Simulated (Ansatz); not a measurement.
**GeAsH3 (triplet): wave-function methods side by side, cc-pVDZ**

The task here is to estimate one member of a computed series from the others.

Computed with Ansatz 0.2.0, Gaussian basis. Level: cc-pVDZ, core rule «outside noble gas», up to 28 orbitals frozen.

To be run: UHF; CCSD(T) on ROHF; CCSD(T) on UHF; BCCD(T) on ROHF; CISD; CCSDT(Q) on ROHF; CCSDT(Q) on UHF.

18 further runs of the same task are left out: 5 that didn't finish, 13 set aside as unsound or not needed.

### What is computed

The geometry is a PBE0/def2-TZVP stationary point (not a proven minimum) of the parent state, kept for this charge and spin. No spin-orbit coupling is included. The filled d shell of Ge, As may be among the frozen orbitals whatever the setting's name suggests; the logs give the count.

5 atoms, charge 0, spin multiplicity 3.

Atoms are counted from 1 here; the program's logs count them from 0.

Bond lengths: Ge1–As2 2.435 Å, Ge1–H3 1.595 Å, As2–H4 1.516 Å, As2–H5 1.517 Å. Angles: As2–Ge1–H3 89.4°, Ge1–As2–H4 98.1°, Ge1–As2–H5 97.7°, H4–As2–H5 96.1°.

Set-up of the first run:

File in.yaml:

```yaml
crystal:
  periodic: [false, false, false]
  atoms:
    - {symbol: Ge, position_ang: [-0.022102, 0.038653, 1.246543]}
    - {symbol: As, position_ang: [0.046082, -0.019073, -1.187293]}
    - {symbol: H, position_ang: [0.034626, -1.555165, 1.268133]}
    - {symbol: H, position_ang: [-1.065901, -1.026058, -1.407248]}
    - {symbol: H, position_ang: [-0.801201, 1.213287, -1.443306]}
basis:
  gaussian: {orbitals: cc-pVDZ}
magnetization: {spin_polarized: true, initial_magnetization: 2}
hamiltonian: {xc: hf}
output: {orbitals: {seedname: orbitals}}
```

On the command line:

```sh
$ ansatz run in.yaml --threads 1 --pin off --events-out ev --progress --plain --max-ram 2393MiB
```

Among the steps run: UHF; CCSD(T) on ROHF; CCSD(T) on UHF; BCCD(T) on ROHF; CISD; CCSDT(Q) on ROHF; CCSDT(Q) on UHF.

One table of the session follows, with a row left open; its other results are not shown here.

```
   method  from UCCSDT(Q) (kJ/mol)
     ROHF                   +596.0
      UHF                   +585.6
     RMP2                   +125.2
     UMP2                   +123.6
     CISD                    +72.8
    RCCSD                    +22.7
    UCCSD                    +21.3
 RCCSD(T)                        ?
 UCCSD(T)                     +4.2
  BCCD(T)                     +5.0
   RCCSDT                     +1.9
   UCCSDT                     +1.0
RCCSDT(Q)                     +0.9
UCCSDT(Q)                        0
```

**Question.** Estimate the row for RCCSD(T).

The run gave: from UCCSDT(Q) (kJ/mol): +5.2. In the column «from UCCSDT(Q) (kJ/mol)» it lies between BCCD(T) (+5.0) and UCCSD (+21.3).

Caveats from the session: Restricted and unrestricted rows rest on different reference determinants; where their highest levels disagree by more than a few hundredths of an eV, they describe different states and don't form one ladder.
